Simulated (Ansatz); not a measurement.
# CaS3: the cost of one run

Computed with Ansatz 0.2.0 (DFT PBE, scalar-relativistic, plane waves, PAW, unless a step's input says otherwise).

## (1) The system as given

It takes space group Pmmm (No. 47, orthorhombic). Conventional cell: a = 3.716 Å, b = 4.543 Å, c = 5.341 Å, α = 90.00°, β = 90.00°, γ = 90.00°. Ca (site symmetry mmm) is surrounded by 4 S at 2.93 Å. S (site symmetry m2m) is surrounded by 1 S at 1.99 Å. S (site symmetry mmm) is surrounded by 4 Ca at 2.93 Å and 4 S at 2.96 Å.

Coordinates:

```cif
data_structure
_symmetry_space_group_name_H-M 'P 1'
_symmetry_Int_Tables_number 1
_cell_length_a 3.7158
_cell_length_b 4.5428
_cell_length_c 5.3406
_cell_angle_alpha 90.000
_cell_angle_beta 90.000
_cell_angle_gamma 90.000
_cell_volume 90.15
loop_
_atom_site_label
_atom_site_type_symbol
_atom_site_fract_x
_atom_site_fract_y
_atom_site_fract_z
_atom_site_occupancy
Ca1 Ca 0.50000 0.50000 0.50000 1
S1 S 0.00000 0.71870 0.00000 1
S2 S 0.00000 0.28130 0.00000 1
S3 S 0.00000 0.00000 0.50000 1
```

It is the end of an earlier relaxation with the same method, from a generated guess; it needn't be the stable form of this composition. At a tolerance of 0.05 Å it has space group Pmmm (No. 47); it has 22.54 Å³/atom, an uncorrected energy of -0.59 eV/atom over the elements.

## (2) Electronic structure at the relaxed geometry

File input.yaml:

```yaml
crystal:
  lattice:
    - [3.7157926098, 0.0, 0.0]
    - [0.0, 4.5427591454, 0.0]
    - [0.0, 0.0, 5.3406311231]
  atoms:
    - { symbol: Ca, position: [0.5, 0.5, 0.5] }
    - { symbol: S, position: [0.0, 0.718698942, 0.0] }
    - { symbol: S, position: [0.0, 0.281301058, 0.0] }
    - { symbol: S, position: [0.0, 0.0, 0.5] }
basis:
  ecutwfc: 420
kpoints:
  mp_grid: { grid: [12, 10, 10] }
  band_path:
    path:
      - [[0.0, 0.0, 0.0], [0.5, 0.0, 0.0], [0.5, 0.5, 0.0], [0.0, 0.5, 0.0], [0.0, 0.0, 0.0], [0.0, 0.0, 0.5], [0.5, 0.0, 0.5], [0.5, 0.5, 0.5], [0.0, 0.5, 0.5], [0.0, 0.0, 0.5]]
      - [[0.5, 0.0, 0.0], [0.5, 0.0, 0.5]]
      - [[0.0, 0.5, 0.0], [0.0, 0.5, 0.5]]
      - [[0.5, 0.5, 0.0], [0.5, 0.5, 0.5]]
    npoints: 14
hamiltonian:
  xc: pbe
scf:
  occupations: { method: gaussian, width: 0.1 }
  n_extra_bands: 10
output:
  forces: true
  stress: true
  eigenvalues: true
  populations: true
  dos: { projected: true, de: 0.02, nscf_kmesh: { grid: [15, 12, 12] } }
  bader: true
  write_density: true
  write_potential: true
  elf: true
  volumetric_format: npy
```

The run is started by

```bash
$ ansatz run input.yaml --threads 1 --pin off --max-ram 2048MiB --backend cpu --events-out ev --progress --plain --runs-dir out
```

What time and memory should one allow on 1 thread of Intel Xeon 6975P-C (Granite Rapids), shared host?

About 48 s, with a peak of 0.85 GiB.
